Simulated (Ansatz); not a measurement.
# UBHLYP/def2-TZVPPD run of O2F (SMILES [O]OF)

What is the electronic atomisation energy of O2F at UBHLYP/def2-TZVPPD? 

Program for the calculation: Ansatz 0.2.0.

19 further runs of the same task are left out: 19 set aside as unsound or not needed.

## (1) The molecule

O2F has 3 atoms, charge 0, and is taken as a doublet. As SMILES, `[O]OF`. The shape is that of a PBE0-D4/def2-TZVP optimisation.

Bond lengths: O1–O2 1.181 Å. A long bond or contact: O2–F3 1.573 Å.

## (2) A single-point energy at UBHLYP/def2-TZVPPD

Input file run.yaml:

```yaml
basis:
  gaussian: {orbitals: def2-TZVPPD.json}
crystal:
  periodic: [false, false, false]
  atoms:
    - {symbol: O, position_ang: [0.933400, -0.295440, 0.482240]}
    - {symbol: O, position_ang: [0.133270, 0.497870, 0.127930]}
    - {symbol: F, position_ang: [-1.066650, -0.202430, -0.610160]}
accuracy: high
magnetization: {spin_polarized: true, initial_magnetization: 1}
output: {orbitals: {seedname: orbitals}}
hamiltonian: {xc: {name: BHLYP}}
```

The basis set def2-TZVPPD is read from a file made from the Basis Set Exchange's data (not shown).

Run with:

```sh
$ ansatz run run.yaml --threads 1 --pin off --max-ram 3480MiB --events-out events.jsonl --progress --plain --runs-dir runs
```

Standard output:

```text
Warning: RAYON_NUM_THREADS=1 ignored (pool sized by the plan → 1); use --threads N
Functional definition: BHLYP
  name "BHLYP"
  parameter a = 0.5
  exchange = (1 - a)*b88_x + a*exact_x
  correlation = lyp_c
1818 factors; integrals over basis functions are off by at most 3.7e-9 eV
mean field evaluation 1: about -6801.0869 eV, gradient 2.9e1 eV
mean field evaluation 2: about -6792.6365 eV, gradient 6.1e1 eV
mean field evaluation 4: about -6803.7670 eV, gradient 6.6e0 eV
mean field evaluation 8: about -6803.9927 eV, gradient 4.9e-1 eV
mean field evaluation 16: about -6804.0881 eV, gradient 6.1e-1 eV
mean field evaluation 32: about -6800.1828 eV, gradient 1.8e1 eV
mean field -6804.11848417 eV, -250.0467422959 hartree, gradient 2.7e-8 eV, S^2 1.053835; 0 other end points of the search recorded, 0 dependent functions left out
reference -6804.11850802 eV, -250.0467431727 hartree; 13, 12 occupied and 107, 108 virtual orbitals, 1818 factors
Total energy: -6804.11850802 eV, -250.0467431727 hartree
```

Run time: 11 s. Hardware: 1 thread of Arm Neoverse V1, shared host; peak memory 0.38 GiB.

## (3) The F atom

Input file run.yaml:

```yaml
crystal:
  periodic: [false, false, false]
  atoms:
    - {symbol: F, position_ang: [0.000000, 0.000000, 0.000000]}
basis:
  gaussian: {orbitals: def2-TZVPPD.json}
total_charge: 0
magnetization: {spin_polarized: true, initial_magnetization: 1}
hamiltonian: {xc: {name: BHLYP}}
accuracy: high
```

The basis set def2-TZVPPD is read from a file made from the Basis Set Exchange's data (not shown).

Run with:

```sh
$ ansatz run run.yaml --threads 1 --pin off --max-ram 3480MiB --events-out events.jsonl --progress --plain --runs-dir runs
```

Standard output:

```text
Warning: RAYON_NUM_THREADS=1 ignored (pool sized by the plan → 1); use --threads N
Functional definition: BHLYP
  name "BHLYP"
  parameter a = 0.5
  exchange = (1 - a)*b88_x + a*exact_x
  correlation = lyp_c
387 factors; integrals over basis functions are off by at most 3.7e-9 eV
mean field evaluation 1: about -2714.1057 eV, gradient 6.8e0 eV
mean field evaluation 2: about -2714.2018 eV, gradient 1.0e0 eV
mean field evaluation 4: about -2714.2066 eV, gradient 2.5e-1 eV
mean field evaluation 8: about -2714.2069 eV, gradient 2.6e-3 eV
mean field evaluation 16: about -2714.2069 eV, gradient 1.0e-8 eV
mean field -2714.20689570 eV, -99.7452636615 hartree, gradient 1.0e-8 eV, S^2 0.752209; 0 other end points of the search recorded, 0 dependent functions left out
reference -2714.20691406 eV, -99.7452643364 hartree; 5, 4 occupied and 35, 36 virtual orbitals, 387 factors
Total energy: -2714.20691406 eV, -99.7452643364 hartree
```

Wall time 0.6 s (1 thread of Arm Neoverse V1, shared host).

## (4) The O atom, same level

Input file in.yaml:

```yaml
crystal:
  periodic: [false, false, false]
  atoms:
    - {symbol: O, position_ang: [0.000000, 0.000000, 0.000000]}
basis:
  gaussian:
    orbitals: def2-TZVPPD.json
accuracy: high
magnetization:
  spin_polarized: true
  initial_magnetization: 2
hamiltonian:
  xc: {name: BHLYP}
```

The basis set def2-TZVPPD is read from a file made from the Basis Set Exchange's data (not shown).

Run the same way, it converges to -75.07758 Eh (log not shown).

## (5) What came out

Level: UBHLYP/def2-TZVPPD.

```
                                    quantity          value
                      molecule: total energy  -250.04674 Eh
molecule: HOMO energy (highest over α and β)      -11.84 eV
 molecule: LUMO energy (lowest over α and β)       -2.34 eV
                              molecule: ⟨S²⟩          1.054
                        F atom: total energy   -99.74526 Eh
                                F atom: ⟨S²⟩          0.752
                        O atom: total energy   -75.07758 Eh
                                O atom: ⟨S²⟩          2.005
               electronic atomisation energy       3.982 eV
```

**Reading.** Taking the molecule apart into free atoms costs 3.98 eV (92 kcal/mol), before zero-point energy and without spin-orbit coupling. ⟨S²⟩ (molecule) is 1.05 where a pure doublet has 0.75: the reference is spin-contaminated.
